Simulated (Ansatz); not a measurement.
# YSb3As4: the cost of one run

Computed with Ansatz 0.2.0 (DFT PBE, scalar-relativistic, plane waves, PAW, unless a step's input says otherwise).

**1. The starting structure**

Symmetry: Pm-3m, No. 221, cubic system. The conventional cell has a = 5.953 Å, b = 5.953 Å, c = 5.953 Å, α = 90.00°, β = 90.00°, γ = 90.00°. Around Y (site symmetry m-3m) lie 6 Sb at 2.98 Å. Sb (site symmetry 4/mmm) is surrounded by 2 Y at 2.98 Å and 4 As at 2.98 Å. As (site symmetry 4/mmm) is surrounded by 4 Sb at 2.98 Å and 2 As at 2.98 Å. As (site symmetry m-3m) has 6 As at 2.98 Å as nearest neighbours.

As a file:

```
CELL_PARAMETERS angstrom
5.95323 0.00000 0.00000
0.00000 5.95323 0.00000
0.00000 0.00000 5.95323
ATOMIC_POSITIONS crystal
Y 0.00000 0.00000 0.00000
Sb 0.50000 0.00000 0.00000
Sb 0.00000 0.50000 0.00000
Sb 0.00000 0.00000 0.50000
As 0.00000 0.50000 0.50000
As 0.50000 0.00000 0.50000
As 0.50000 0.50000 0.00000
As 0.50000 0.50000 0.50000
```

The cell was relaxed beforehand at this level, from a generated guess; it is a trial structure. At a tolerance of 0.05 Å it has space group Pm-3m (No. 221); it has 26.37 Å³/atom, an uncorrected energy of +0.01 eV/atom over the elements.

**2. Static run: bands, density of states and charges**

input.yaml reads:

```yaml
crystal:
  lattice:
    - [5.9532282857, 0.0, 0.0]
    - [0.0, 5.9532282857, 0.0]
    - [0.0, 0.0, 5.9532282857]
  atoms:
    - { symbol: "Y", position: [0.0, 0.0, 0.0] }
    - { symbol: Sb, position: [0.5, 0.0, 0.0] }
    - { symbol: Sb, position: [0.0, 0.5, 0.0] }
    - { symbol: Sb, position: [0.0, 0.0, 0.5] }
    - { symbol: As, position: [0.0, 0.5, 0.5] }
    - { symbol: As, position: [0.5, 0.0, 0.5] }
    - { symbol: As, position: [0.5, 0.5, 0.0] }
    - { symbol: As, position: [0.5, 0.5, 0.5] }
basis:
  ecutwfc: 420
kpoints:
  mp_grid: { grid: [6, 6, 6] }
  band_path:
    path:
      - [[0.0, 0.0, 0.0], [0.0, 0.5, 0.0], [0.5, 0.5, 0.0], [0.0, 0.0, 0.0], [0.5, 0.5, 0.5], [0.0, 0.5, 0.0]]
      - [[0.5, 0.5, 0.5], [0.5, 0.5, 0.0]]
    npoints: 14
hamiltonian:
  xc: pbe
scf:
  occupations: { method: gaussian, width: 0.1 }
  n_extra_bands: 20
output:
  forces: true
  stress: true
  eigenvalues: true
  populations: true
  dos: { projected: true, de: 0.02, nscf_kmesh: { grid: [8, 8, 8] } }
  bader: true
  write_density: true
  write_potential: true
  elf: true
  volumetric_format: npy
```

Command:

```sh
$ ansatz run input.yaml --threads 1 --pin off --max-ram 2048MiB --backend cpu --events-out ev --progress --plain --runs-dir out
```

What time and memory should one allow on 1 thread of Arm Neoverse V2, shared host?

About 1.9 min, with a peak of 0.96 GiB.
